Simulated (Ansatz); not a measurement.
# CH3Ga (triplet): HSE06, B2PLYP over a scan of the distance C1–Ga2, cc-pVDZ

How well do these functionals follow the top wave-function level for CH3Ga (triplet) over a scan of the distance C1–Ga2?

The runs use Ansatz 0.2.0, Gaussian basis; cc-pVDZ, all electrons in the functionals, frozen cores in the correlation of double hybrids and RPA.

The runs, in order: HSE06, B2PLYP, at 1.572 Å; 1.793 Å; 1.956 Å; 2.122 Å; 2.414 Å; 2.655 Å; 3.097 Å; 3.578 Å; 4.361 Å; 5.301 Å; 6.495 Å.

24 further runs of the same task are left out: 4 for a known fault of the program, 1 for a mislabelled method, 15 that didn't finish, 4 set aside as unsound or not needed.

## 1. The geometry

The geometry derives from a PBE0/def2-TZVP stationary point (not a proven minimum). One bond is set to the value named and the two fragments are kept rigid. No spin-orbit coupling is included. The filled d shell of Ga may be among the frozen orbitals whatever the setting's name suggests; the logs give the count.

5 atoms, charge 0, spin multiplicity 3.

Atoms are counted from 1 here; the program's logs count them from 0.

Bond lengths: C1–Ga2 1.956 Å, C1–H3 1.090 Å, C1–H4 1.087 Å, Ga2–H5 1.596 Å. Angles: Ga2–C1–H3 122.8°, Ga2–C1–H4 123.5°, H3–C1–H4 113.7°, C1–Ga2–H5 119.5°.

Geometry (Å):

```xyz
5

C     0.00000    0.08298    1.62573
Ga    0.00000   -0.03672   -0.32693
H     0.00000    1.03363    2.15854
H     0.00000   -0.78515    2.27961
H     0.00000    1.30263   -1.19579
```

No dispersion term is added. HSE06 is the plane-wave form.

The geometry shown and the zero of energy belong to the point 1.956 Å. The yardstick, UCCSDT(Q), and other wave-function levels (R restricted, U unrestricted, valence and pair active spaces) come from earlier runs.

## 2. HSE06, 1.572 Å

File in.yaml:

```yaml
crystal:
  periodic: [false, false, false]
  atoms:
    - {symbol: C, position_ang: [0.000000, 0.063357, 1.305611]}
    - {symbol: Ga, position_ang: [0.000000, -0.032826, -0.263443]}
    - {symbol: H, position_ang: [0.000000, 1.014006, 1.838416]}
    - {symbol: H, position_ang: [0.000000, -0.804770, 1.959484]}
    - {symbol: H, position_ang: [0.000000, 1.306523, -1.132311]}
basis:
  gaussian: {orbitals: cc-pVDZ}
magnetization: {spin_polarized: true, initial_magnetization: 2}
hamiltonian: {xc: {name: HSE06}}
```

Started as:

```bash
> ansatz run in.yaml --threads 1 --pin off --events-out ev --progress --plain --max-ram 2393MiB
```

The runs that follow: HSE06, 1.793 Å; HSE06, 1.956 Å; HSE06, 2.122 Å; HSE06, 2.414 Å; HSE06, 2.655 Å; HSE06, 3.097 Å; HSE06, 3.578 Å; HSE06, 4.361 Å; HSE06, 5.301 Å; HSE06, 6.495 Å; B2PLYP, 1.572 Å; B2PLYP, 1.793 Å; B2PLYP, 1.956 Å; B2PLYP, 2.122 Å; B2PLYP, 2.414 Å; B2PLYP, 2.655 Å; B2PLYP, 3.097 Å; B2PLYP, 3.578 Å; B2PLYP, 4.361 Å; B2PLYP, 5.301 Å; B2PLYP, 6.495 Å.

Q: Predict the results of all the runs planned. Wanted: span of the UCCSDT(Q) curve; largest miss, HSE06; largest miss, B2PLYP.

As calculated:

```
                   quantity                    value
span of the UCCSDT(Q) curve            56.6 kcal/mol
        largest miss, HSE06  +8.1 kcal/mol (6.495 Å)
       largest miss, B2PLYP  -4.3 kcal/mol (1.572 Å)
```

In words: Of the functionals, B2PLYP keep the smallest largest miss at the points compared (at most 4.3 kcal/mol) and HSE06 strays most (8.1 kcal/mol, at 6.495 Å). Functionals and the yardstick converge differently with the basis, so part of each miss in cc-pVDZ is the basis.
